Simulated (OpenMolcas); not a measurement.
# [H2]+ (SMILES [H][H+]): UBMK/6-31G(d) (spherical functions)

What is the vertical electron affinity of [H2]+ at UBMK/6-31G* (spherical functions)? 

The calculation is run with OpenMolcas 26.06.

## 1. The molecule

[H2]+: 2 atoms, total charge +1, spin state doublet. As SMILES, `[H][H+]`. The coordinates come from a GFN2-xTB relaxation.

## 2. The energy at UBMK/6-31G(d) (spherical functions)

job.input reads:

```
&gateway
  baslib
  $CurrDir
  coord
  2
  angstrom
  H        0.000000       0.000000       0.000000
  H        0.000000       0.000000       1.026910
  basis
  6-31Gs
  group
  NoSym

&seward

&scf
  uhf
  charge
  1
  spin
  2
  ksdft
  2
  1.0 HYB_MGGA_X_BMK
  1.0 GGA_C_BMK
  prorbitals
  1 1
```

The basis set 6-31G* is read from a file made from the Basis Set Exchange's data (not shown).

Started as:

```bash
$ export MOLCAS_MEM=1860
$ pymolcas job.input > job.log
```

The program printed:

```text
--- Start Module: gateway ---
[...]
--- Stop Module: gateway /rc=_RC_ALL_IS_WELL_ ---
--- Start Module: seward ---
[...]
      Basis functions            4
--- Stop Module: seward /rc=_RC_ALL_IS_WELL_ ---
--- Start Module: scf ---
[...]
       Convergence after   8 Iterations
[...]
::    Total KS-DFT energy                              -0.5900846109
[...]
      Total spin, S                                     0.5000000000
[...]
      Total electronic charge=    1.000000
      Total            charge=    1.000000
[...]
      Dipole Moment (debye):
      Origin of the operator (angstrom)=    0.0000    0.0000    0.5135
                   X=  0.0000E+00               Y=  0.0000E+00               Z= -3.7214E-15           Total=  3.7214E-15
      Center of Charge (angstrom)
[...]
--- Stop Module: scf /rc=_RC_ALL_IS_WELL_ ---
[...]
```

Wall time 1.4 s (1 thread of Intel Xeon 6975P-C (Granite Rapids), shared host); peak memory 0.37 GiB.

## 3. Singlet neutral H2

job.inp reads:

```
* H2 Kohn-Sham DFT
>>> EXPORT MOLCAS_PRINT=2

&GATEWAY
  BasLib=$CurrDir
  Coord
  2
  angstrom
  H        0.000000       0.000000       0.000000
  H        0.000000       0.000000       1.026910
  Basis=6-31Gs
  Group=NoSym

&SEWARD

&SCF
  KSDFT=2
  1.0 HYB_MGGA_X_BMK
  1.0 GGA_C_BMK
  PrOrbitals=1 1
```

The basis set 6-31G* is read from a file made from the Basis Set Exchange's data (not shown).

Started as:

```bash
$ export MOLCAS_MEM=1860
$ pymolcas job.inp > job.log
```

The program printed:

```text
--- Start Module: gateway ---
[...]
--- Stop Module: gateway /rc=_RC_ALL_IS_WELL_ ---
--- Start Module: seward ---
[...]
      Basis functions            4
--- Stop Module: seward /rc=_RC_ALL_IS_WELL_ ---
--- Start Module: scf ---
[...]
       Convergence after   3 Iterations
[...]
::    Total KS-DFT energy                              -1.1303641826
[...]
      Total spin, S                                     0.0000000000
[...]
      Total electronic charge=    2.000000
      Total            charge=    0.000000
[...]
      Dipole Moment (debye):
      Origin of the operator (angstrom)=    0.0000    0.0000    0.5135
                   X=  0.0000E+00               Y=  0.0000E+00               Z=  3.2452E-15           Total=  3.2452E-15
      Quadrupole Moment (debye*angstrom):
[...]
--- Stop Module: scf /rc=_RC_ALL_IS_WELL_ ---
[...]
```

Run time: 1.1 s. Hardware: 1 thread of Intel Xeon 6975P-C (Granite Rapids), shared host; peak memory 0.37 GiB.

## 4. Outcome

At UBMK/6-31G* (spherical functions):

| quantity | value |
| --- | --- |
| doublet [H2]+: total energy | -0.59008 Eh |
| doublet [H2]+: HOMO energy (highest over α and β) | -26.47 eV |
| doublet [H2]+: ⟨S²⟩ | 0.750 |
| singlet neutral H2: total energy | -1.13036 Eh |
| singlet neutral H2: dipole moment | 0.00 D |
| singlet neutral H2: HOMO energy | -11.60 eV |
| singlet neutral H2: LUMO energy | 1.70 eV |
| singlet neutral H2: HOMO–LUMO gap | 13.30 eV |
| vertical electron affinity (to the singlet neutral) | 14.702 eV |

This program's gradients are faulty for this kind of reference, so any forces in the log (doublet [H2]+) can't be trusted; the energy can. At fixed nuclei the extra electron is bound by 14.70 eV (339 kcal/mol).
